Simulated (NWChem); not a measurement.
# SiBrCl3 (bromotrichlorosilane) at 3 levels

Aim: a comparison of 3 runs (wB97X/cc-pVDZ, B2PLYP/cc-pVDZ, CAM-B3LYP/cc-pVDZ) of SiBrCl3 (bromotrichlorosilane). 

Program for the calculation: NWChem 7.3.0.

### 1 The molecule

SiBrCl3 has 5 atoms, charge 0, and is taken as a singlet. SMILES: `Cl[Si](Cl)(Cl)Br`. The shape is that of a PBE0-D4/def2-TZVP optimisation.

Bond lengths: Cl1–Si2 2.023 Å, Si2–Cl3 2.023 Å, Si2–Cl4 2.023 Å, Si2–Br5 2.188 Å. Angles: Cl1–Si2–Cl3 109.3°, Cl1–Si2–Cl4 109.3°, Cl1–Si2–Br5 109.7°, Cl3–Si2–Cl4 109.3°, Cl3–Si2–Br5 109.7°, Cl4–Si2–Br5 109.7°.

### 2 Energy and forces at wB97X/cc-pVDZ (run 1)

File sp.xyz:

```xyz
5
BrCl3Si
Cl    -0.852900    -0.217700     1.821600
Si     0.003400    -0.042600    -0.003200
Cl     1.690500    -1.158200    -0.059200
Cl    -1.285700    -0.709700    -1.412800
Br     0.494400     2.054400    -0.387900
```

File run.py:

```python
from ase.io import read
from ase.calculators.nwchem import NWChem

mol = read('sp.xyz')

calc = NWChem(
    label='sp',
    theory='dft',
    memory='2200 mb',
    basis='cc-pVDZ',
    basispar='spherical bse',
    dft={'xc': 'wb97x', 'mult': '1', 'grid': 'fine', 'convergence': 'energy 1e-08', 'iterations': '100', 'mulliken': None, 'print': 'low'},
)
mol.calc = calc

forces = mol.get_forces()
e = mol.get_potential_energy()
print(f"E = {e:.6f} eV")
print("forces (eV/A):")
for s, f in zip(mol.symbols, forces):
    print(f"{s:2s} {f[0]:10.5f} {f[1]:10.5f} {f[2]:10.5f}")
```

Started as:

```
export ASE_NWCHEM_COMMAND="nwchem PREFIX.nwi > PREFIX.nwo"
python run.py
```

Standard output:

```text
E = -115497.194594 eV
forces (eV/A):
Cl   -0.22996   -0.05266    0.48815
Si    0.07554    0.31774   -0.05821
Cl    0.44804   -0.30318   -0.01394
Cl   -0.34550   -0.18409   -0.37528
Br    0.05194    0.22214   -0.04073
```

The calculator wrote sp.nwi:

```
title "sp"

permanent_dir sp

scratch_dir sp

start sp

geometry units angstrom nocenter noautosym noautoz
  Cl -8.5289999999999999e-01 -2.1770000000000000e-01 1.8216000000000001e+00
  Si 3.3999999999999998e-03 -4.2599999999999999e-02 -3.2000000000000002e-03
  Cl 1.6904999999999999e+00 -1.1581999999999999e+00 -5.9200000000000003e-02
  Cl -1.2857000000000001e+00 -7.0970000000000000e-01 -1.4128000000000001e+00
  Br 4.9440000000000001e-01 2.0543999999999998e+00 -3.8790000000000002e-01
end

memory 2200 mb

basis spherical bse noprint
   * library cc-pVDZ
end

dft
  xc wb97x
  mult 1
  grid fine
  convergence energy 1e-08
  iterations 100
  mulliken
  print low
end

task dft gradient
```

sp.nwo:

```text
Northwest Computational Chemistry Package (NWChem) 7.3.0
             --------------------------------------------------------

           Job information
           ---------------

    nwchem branch   = 7.3.0
    use scalapack   = T
    input           = sp.nwi
    prefix          = sp.
    data base       = sp/sp.db
    status          = startup
    nproc           =        1

           Memory information
           ------------------

    heap     =     72089600 doubles =      550.0 Mbytes
    stack    =     72089597 doubles =      550.0 Mbytes
    global   =    144179200 doubles =     1100.0 Mbytes (distinct from heap & stack)
    total    =    288358397 doubles =     2200.0 Mbytes
    verify   = yes
    hardfail = no

[... 37 lines left out ...]
            Nuclear Dipole moment (a.u.)
[... 69 lines left out ...]
   convergence    iter        energy       DeltaE   RMS-Dens  Diis-err    time
[... 11 lines left out ...]
         Total DFT energy =    -4244.443649070045
      One electron energy =    -7322.075571970498
           Coulomb energy =     2556.228447380416
    Exchange-Corr. energy =     -197.165102859632
 Nuclear repulsion energy =      718.568578379669
[... 33 lines left out ...]
                         DFT ENERGY GRADIENTS

    atom               coordinates                        gradient
                 x          y          z           x          y          z
   1 Cl     -1.611747  -0.411393   3.442325    0.004472   0.001024  -0.009493
   2 Si      0.006425  -0.080502  -0.006047   -0.001469  -0.006179   0.001132
   3 Cl      3.194582  -2.188681  -0.111872   -0.008713   0.005896   0.000271
   4 Cl     -2.429621  -1.341139  -2.669805    0.006719   0.003580   0.007298
   5 Br      0.934281   3.882253  -0.733025   -0.001010  -0.004320   0.000792

 Task  times  cpu:      398.5s     wall:      398.5s
 Total times  cpu:      398.6s     wall:      398.6s
```

Wall time 6.7 min (1 thread of Intel Xeon Platinum 8259CL at 2.50GHz (Skylake/Cascade Lake), shared host); peak memory 0.19 GiB.

### 3 The energy at B2PLYP/cc-pVDZ (run 2)

File m1.xyz:

```xyz
5

Cl    -0.852900    -0.217700     1.821600
Si     0.003400    -0.042600    -0.003200
Cl     1.690500    -1.158200    -0.059200
Cl    -1.285700    -0.709700    -1.412800
Br     0.494400     2.054400    -0.387900
```

File m1.nw:

```
start m1
memory total 2200 mb
charge 0

geometry noautosym nocenter noautoz
load format xyz m1.xyz
end

basis "ao basis" spherical bse
* library cc-pVDZ
end

dft
xc hfexch 0.53 becke88 0.47 lyp 0.73 mp2 0.27
dftmp2 semidirect
grid fine
convergence energy 1e-08
maxiter 100
mulliken
print medium
end

mp2
freeze core 29
end

task dft energy
```

Started as:

```
nwchem m1.nw > m1.out
```

Standard output:

```text
[...]
          Wavefunction type:  closed shell.
          No. of atoms     :     5
          No. of electrons :   100
[...]
          Charge           :     0
          Spin multiplicity:     1
[...]
          AO basis - number of functions:    99
[...]
              XC Information
              --------------
                     Hartree-Fock (Exact) Exchange  0.530
                    Becke 1988 Exchange Functional  0.470
              Lee-Yang-Parr Correlation Functional  0.730
[...]
 d= 0,ls=0.0,diis     1  -4243.1460169829 -4.96D+03  9.95D-03  5.92D-01    36.0
[...]
 d= 0,ls=0.0,diis     8  -4243.2303218065 -1.87D-09  6.53D-07  6.31D-09   199.5
         Total DFT energy =    -4243.230321806502
      One electron energy =    -7322.335760336650
           Coulomb energy =     2556.545871506210
    Exchange-Corr. energy =     -196.009011355731
 Nuclear repulsion energy =      718.568578379670
[...]
      Total Density - Mulliken Population Analysis
     ---------------------------------------------
    Atom       Charge   Shell Charges
 -----------   ------   -------------------------------------------------------
    1 Cl  17    17.17   2.00  2.02  0.96  0.94  6.00  3.09  2.14  0.02
    2 Si  14    13.34   2.00  2.02  0.85  0.02  6.01  1.38  0.41  0.65
    3 Cl  17    17.17   2.00  2.02  0.96  0.94  6.00  3.09  2.14  0.02
    4 Cl  17    17.17   2.00  2.02  0.96  0.94  6.00  3.09  2.14  0.02
    5 Br  35    35.15   2.00  2.00  2.02  1.06  0.86  6.00  6.00  2.70  2.48  9.95  0.07
[...]
  Basis functions       =     99
[...]
```

Wall time 4.4 min (1 thread of Intel Xeon Platinum 8259CL at 2.50GHz (Skylake/Cascade Lake), shared host); peak memory 0.29 GiB.

### 4 Energy and gradient at CAM-B3LYP/cc-pVDZ (run 3)

File calc.nw:

```
start calc
title "BrCl3Si"
memory 2200 mb
charge 0
geometry units angstroms noautosym nocenter noautoz
Cl    -0.852900    -0.217700     1.821600
Si     0.003400    -0.042600    -0.003200
Cl     1.690500    -1.158200    -0.059200
Cl    -1.285700    -0.709700    -1.412800
Br     0.494400     2.054400    -0.387900
end
basis spherical bse
Cl library cc-pVDZ
Si library cc-pVDZ
Br library cc-pVDZ
end
dft
xc xcamb88 1.00 lyp 0.81 vwn_5 0.19 hfexch 1.00
cam 0.33 cam_alpha 0.19 cam_beta 0.46
grid fine
convergence energy 1e-08
direct
iterations 100
mulliken
end
task dft gradient
```

Started as:

```
nwchem calc.nw > calc.out
```

Standard output:

```text
[...]
          Wavefunction type:  closed shell.
          No. of atoms     :     5
          No. of electrons :   100
[...]
          Charge           :     0
          Spin multiplicity:     1
[...]
          AO basis - number of functions:    99
[...]
              XC Information
              --------------
                     Hartree-Fock (Exact) Exchange  1.000
                   CAM-Becke88 Exchange Functional  1.000
                      VWN V Correlation Functional  0.190 local
              Lee-Yang-Parr Correlation Functional  0.810
[...]
 d= 0,ls=0.0,diis     1  -4244.4928598661 -4.96D+03  1.08D-02  8.62D-01    33.1
[...]
 d= 0,ls=0.0,diis     8  -4244.5912825817 -1.00D-09  3.24D-07  1.38D-09   254.6
         Total DFT energy =    -4244.591282581738
      One electron energy =    -7322.285422450585
           Coulomb energy =     2556.438313180555
    Exchange-Corr. energy =     -197.312751691378
 Nuclear repulsion energy =      718.568578379669
[...]
      Total Density - Mulliken Population Analysis
     ---------------------------------------------
    Atom       Charge   Shell Charges
 -----------   ------   -------------------------------------------------------
    1 Cl  17    17.13   2.00  2.03  0.96  0.91  6.00  3.11  2.09  0.02
    2 Si  14    13.50   2.00  2.02  0.86  0.07  6.01  1.41  0.48  0.65
    3 Cl  17    17.13   2.00  2.03  0.96  0.91  6.00  3.11  2.09  0.02
    4 Cl  17    17.13   2.00  2.03  0.96  0.91  6.00  3.11  2.09  0.02
    5 Br  35    35.12   2.00  2.00  2.03  1.07  0.82  6.00  6.01  2.73  2.43  9.94  0.08
[...]
  wavefunction    = closed shell
[...]
                         DFT ENERGY GRADIENTS
    atom               coordinates                        gradient
                 x          y          z           x          y          z
   1 Cl     -1.611747  -0.411393   3.442325    0.005430   0.001228  -0.011532
   2 Si      0.006425  -0.080502  -0.006047   -0.001274  -0.005350   0.000981
   3 Cl      3.194582  -2.188681  -0.111872   -0.010594   0.007151   0.000331
   4 Cl     -2.429621  -1.341139  -2.669805    0.008160   0.004333   0.008869
   5 Br      0.934281   3.882253  -0.733025   -0.001723  -0.007362   0.001350
[...]
```

It took 6.6 min on 1 thread of Intel Xeon Platinum 8259CL at 2.50GHz (Skylake/Cascade Lake), shared host; peak memory 0.19 GiB.

### 5 All runs side by side

| run | level | task | frozen core orbitals | energy (Eh) | largest force (eV/Å) | wall time |
| --- | --- | --- | --- | --- | --- | --- |
| 1 | wB97X/cc-pVDZ | gradient | – | -4244.443649 | 0.542 | 6.7 min |
| 2 | B2PLYP/cc-pVDZ | energy | 29 | -4243.433857 | – | 4.4 min |
| 3 | CAM-B3LYP/cc-pVDZ | gradient | – | -4244.591283 | 0.659 | 6.6 min |

### 6 Summary of results

| quantity | value |
| --- | --- |
| run 3: total energy | -4244.59128 Eh |
| run 3: dipole moment | 0.18 D |
| run 3: HOMO energy | -10.28 eV |
| run 3: LUMO energy | 0.32 eV |
| run 3: HOMO–LUMO gap | 10.59 eV |
| run 3: largest force on an atom | 0.659 eV/Å |

What this shows: Totals of different functionals can't be ranked against each other. All runs together took 18 min, the longest 6.7 min.
